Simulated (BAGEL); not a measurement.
# UHF/3-21G (density fitting with qzvpp-jkfit) run of SiCl3O (SMILES [O][Si](Cl)(Cl)Cl)

Aim: the electronic atomisation energy of SiCl3O at UHF/3-21G (density fitting with qzvpp-jkfit), from 4 runs. 

The results are computed with BAGEL 1.2.2.

12 further runs of the same task are left out: 4 that didn't finish, 8 set aside as unsound or not needed.

**1. The system as given**

SiCl3O has 5 atoms, charge 0, and is taken as a doublet. SMILES: `[O][Si](Cl)(Cl)Cl`. Geometry: relaxed at PBE0-D4/def2-TZVP.

Bond lengths: O1–Si2 1.645 Å, Si2–Cl3 2.018 Å, Si2–Cl4 2.020 Å, Si2–Cl5 2.018 Å. Angles: O1–Si2–Cl3 111.8°, O1–Si2–Cl4 100.7°, O1–Si2–Cl5 111.8°, Cl3–Si2–Cl4 111.9°, Cl3–Si2–Cl5 108.6°, Cl4–Si2–Cl5 111.9°.

**2. The energy at UHF/3-21G (density fitting with qzvpp-jkfit)**

calc.json

```json
{ "bagel" : [

{
  "title" : "molecule",
  "basis" : "3-21g",
  "df_basis" : "qzvpp-jkfit",
  "angstrom" : "true",
  "geometry" : [
    { "atom" : "O", "xyz" : [       0.815000,      -1.070800,       1.039300 ] },
    { "atom" : "Si", "xyz" : [       0.038600,      -0.018800,       0.041000 ] },
    { "atom" : "Cl", "xyz" : [      -1.536500,       0.855600,       0.950500 ] },
    { "atom" : "Cl", "xyz" : [      -0.542800,      -1.265500,      -1.438700 ] },
    { "atom" : "Cl", "xyz" : [       1.275600,       1.425900,      -0.633600 ] }
  ]
},

{ "title" : "uhf", "nopen" : 1 },

{ "title" : "print", "file" : "orbitals.molden", "orbitals" : "true" }

]}
```

Run with:

```sh
BAGEL_NUM_THREADS=1 BAGEL calc.json > calc.out
```

What it wrote:

```text
* using 1 threads per process

  ===============================================================
  ===============================================================

  *** Geometry ***

  { "atom" : "O", "xyz" : [      1.540127,     -2.023519,      1.963992 ] },
  { "atom" : "Si", "xyz" : [      0.072943,     -0.035527,      0.077479 ] },
  { "atom" : "Cl", "xyz" : [     -2.903564,      1.616850,      1.796185 ] },
  { "atom" : "Cl", "xyz" : [     -1.025743,     -2.391448,     -2.718749 ] },
  { "atom" : "Cl", "xyz" : [      2.410535,      2.694560,     -1.197330 ] },

  Number of auxiliary basis functions:      589

  Since a DF basis is specified, we compute 2- and 3-index integrals:
    o Being stored without compression. Storage requirement is 0.018 GB

  Number of basis functions:       61
  Number of electrons      :       73

    * METHOD: MOLECULE                             0.31

  *** Open-shell HF ***

  === Nuclear Repulsion ===
   433.9970723956

      * DIIS with orbital gradients will be used.

  === UHF iteration (3-21g) ===
      0      -1733.56031948          0.03789504           0.24
      1      -1733.70464728          0.03210968           0.22
      2      -1733.78942742          0.01969653           0.22
      3      -1733.83043927          0.00252964           0.21
      4      -1733.83471520          0.00079391           0.20
      5      -1733.83515871          0.00036430           0.22
      6      -1733.83528604          0.00026474           0.20
      7      -1733.83536613          0.00019953           0.20
      8      -1733.83542603          0.00011777           0.20
      9      -1733.83545174          0.00002897           0.19
     10      -1733.83545466          0.00001020           0.19
     11      -1733.83545533          0.00000364           0.20
     12      -1733.83545547          0.00000169           0.22
     13      -1733.83545551          0.00000078           0.21
     14      -1733.83545553          0.00000041           0.21
     15      -1733.83545553          0.00000033           0.21
     16      -1733.83545553          0.00000027           0.21
     17      -1733.83545553          0.00000020           0.21
     18      -1733.83545553          0.00000015           0.22
     19      -1733.83545553          0.00000014           0.22
     20      -1733.83545553          0.00000013           0.22
     21      -1733.83545553          0.00000013           0.22
     22      -1733.83545553          0.00000013           0.22
     23      -1733.83545553          0.00000011           0.22
     24      -1733.83545553          0.00000009           0.23
     25      -1733.83545553          0.00000008           0.23
     26      -1733.83545553          0.00000007           0.24
     27      -1733.83545553          0.00000005           0.22
     28      -1733.83545553          0.00000003           0.23
     29      -1733.83545553          0.00000002           0.22
     30      -1733.83545553          0.00000001           0.24
     31      -1733.83545553          0.00000001           0.23
     32      -1733.83545553          0.00000001           0.23
    * SCF iteration converged.

    * S^2 (UHF) is 0.7542

    * Permanent dipole moment:
           (   -0.007824,    -0.126189,    -0.058999) a.u.

    * METHOD: UHF                                  7.37

    * METHOD: PRINT                                0.02

  ===============================================================
```

It took 8.4 s on 1 thread of AMD EPYC 7R43 (Zen 3), shared host; peak memory 0.12 GiB.

**3. The Cl atom**

job.json

```json
{ "bagel" : [

{
  "title" : "molecule",
  "basis" : "3-21g",
  "df_basis" : "qzvpp-jkfit",
  "angstrom" : true,
  "geometry" : [
    { "atom" : "Cl", "xyz" : [       0.000000,       0.000000,       0.000000 ] }
  ]
},

{ "title" : "uhf", "charge" : 0, "nopen" : 1 },

{ "title" : "print", "file" : "orbitals.molden", "orbitals" : true }

]}
```

Run with:

```sh
BAGEL_NUM_THREADS=1 BAGEL job.json > job.out
```

What it wrote:

```text
* using 1 threads per process

  ===============================================================
  ===============================================================

  *** Geometry ***

  { "atom" : "Cl", "xyz" : [      0.000000,      0.000000,      0.000000 ] },

  Number of auxiliary basis functions:      128

  Since a DF basis is specified, we compute 2- and 3-index integrals:
    o Being stored without compression. Storage requirement is 0.000 GB

  Number of basis functions:       13
  Number of electrons      :       17

    * METHOD: MOLECULE                             0.02

  *** Open-shell HF ***

  === Nuclear Repulsion ===
     0.0000000000

      * DIIS with orbital gradients will be used.

  === UHF iteration (3-21g) ===
      0       -457.27445058          0.00939305           0.00
      1       -457.27633333          0.00180507           0.00
      2       -457.27647994          0.00051423           0.00
      3       -457.27650229          0.00009817           0.00
      4       -457.27650422          0.00003124           0.00
      5       -457.27650457          0.00000276           0.00
      6       -457.27650459          0.00000045           0.00
      7       -457.27650459          0.00000018           0.00
      8       -457.27650459          0.00000001           0.00
      9       -457.27650459          0.00000000           0.00
    * SCF iteration converged.

    * S^2 (UHF) is 0.7504

    * Permanent dipole moment:
           (    0.000000,    -0.000000,    -0.000000) a.u.

    * METHOD: UHF                                  0.03

    * METHOD: PRINT                                0.00

  ===============================================================
```

Wall time 0.57 s (1 thread of AMD EPYC 7R43 (Zen 3), shared host); peak memory 0.077 GiB.

**4. The O atom at the same level**

calc.json

```json
{ "bagel" : [

{
  "title" : "molecule",
  "basis" : "3-21g",
  "df_basis" : "qzvpp-jkfit",
  "angstrom" : "true",
  "geometry" : [
    { "atom" : "O", "xyz" : [       0.000000,       0.000000,       0.000000 ] }
  ]
},

{ "title" : "uhf", "charge" : 0, "nopen" : 2 },

{ "title" : "print", "file" : "orbitals.molden", "orbitals" : "true" }

]}
```

Run the same way, it converges to -74.39351 Eh (log not shown).

**5. The Si atom at the same level**

input.json

```json
{ "bagel" : [

{
  "title" : "molecule",
  "basis" : "3-21g",
  "df_basis" : "qzvpp-jkfit",
  "angstrom" : "true",
  "geometry" : [
    { "atom" : "Si", "xyz" : [    0.000000,    0.000000,    0.000000 ] }
  ]
},
{
  "title" : "uhf",
  "charge" : 0,
  "nopen" : 2
},
{
  "title" : "print",
  "file" : "orbitals.molden",
  "orbitals" : "true"
}

]}
```

Run the same way, it converges to -287.34439 Eh (log not shown).

**6. Summary of results**

At UHF/3-21G (density fitting with qzvpp-jkfit):

| quantity | value |
| --- | --- |
| molecule: total energy | -1733.83546 Eh |
| molecule: dipole moment | 0.35 D |
| molecule: ⟨S²⟩ | 0.754 |
| Cl atom: total energy | -457.27650 Eh |
| Cl atom: dipole moment | 0.00 D |
| Cl atom: ⟨S²⟩ | 0.750 |
| O atom: total energy | -74.39351 Eh |
| O atom: dipole moment | 0.00 D |
| O atom: ⟨S²⟩ | 2.001 |
| Si atom: total energy | -287.34439 Eh |
| Si atom: dipole moment | 0.00 D |
| Si atom: ⟨S²⟩ | 2.000 |
| electronic atomisation energy | 7.294 eV |

In words: Taking the molecule apart into free atoms costs 7.29 eV (704 kJ/mol), before zero-point energy and without spin-orbit coupling. Hartree–Fock lacks the correlation of the bonding pairs, which as a rule makes this value much too low; in minimal bases other errors can mask that. The basis has no polarisation functions, which makes bonds too weak.
